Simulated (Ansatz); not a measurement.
## FH₂NSn, SMILES [NH2][Sn][F]: a relaxed scan of one distance, step by step

Program: Ansatz 0.2.0 through its Python package.

At the Python prompt:
```pycon
>>> import ansatz as az
>>> import numpy as np
>>> fh2nsn = (
...     az.Crystal.molecule()
...     .atom('N', (-0.6878, 0.5717, -0.3355))
...     .atom('Sn', (0.0037, -0.3588, 1.3093))
...     .atom('F', (1.5476, -1.3777, 0.793))
...     .atom('H', (0.1143, 1.2162, -0.7265))
...     .atom('H', (-0.9279, -0.125, -1.0818))
... )
>>> job = (
...     fh2nsn.calculation()
...     .basis(gaussian='def2-SVP')
...     .functional('pbe')
... )
>>> symbols = [site.symbol for site in fh2nsn.cartesian_sites]
>>> pairs = [(0, 1), (0, 3), (0, 4), (1, 2)]
>>> print('held (A)   E (eV)        ', '  '.join(f'{symbols[i]}{i}-{symbols[j]}{j}' for i, j in pairs))
held (A)   E (eV)         N0-Sn1  N0-H3  N0-H4  Sn1-F2
>>> for length in [1.77, 1.92, 2.07, 2.3, 2.59]:
...     report = job.relax(constraints=[az.DistanceConstraint((1, 2), at=length)], force_tolerance=0.02, max_steps=60).run(threads=1).report
...     xyz = np.array(report['positions_ang'])
...     print(f'{length:6.2f} {report["free_energy_ev"]:14.5f}  ', '  '.join(f'{np.linalg.norm(xyz[i] - xyz[j]):.3f}' for i, j in pairs))
...
DeckWarning: relax.constraints: the input's atoms, or those drawn, lie off the distances that are held; a relaxation that starts there is brought onto them ahead of its first SCF, by positions alone, an atom by 7.53e-2 Å at the most. With the symmetry [...]
  1.77   -10063.82238   2.057  1.024  1.026  1.770
  1.92   -10064.44883   2.051  1.024  1.026  1.920
  2.07   -10064.44022   2.046  1.026  1.024  2.070
  2.30   -10063.91186   2.040  1.027  1.024  2.300
  2.59   -10063.05426   2.023  1.035  1.023  2.590
```

What to keep in mind:
- Total energies depend on the basis set; only differences at equal settings carry meaning.
- Warnings are shown shortened and without file and line.
- The energies are electronic: no zero-point or thermal terms, and the basis set is short of its limit.
- def2 sets replace the cores of elements past krypton by effective core potentials.
- The whole script took 2.4 min on 1 thread of Arm Neoverse V1, with other jobs on the host, peak memory 0.22 GiB.

(Lines on the test bed's own set-up are left out of the output.)
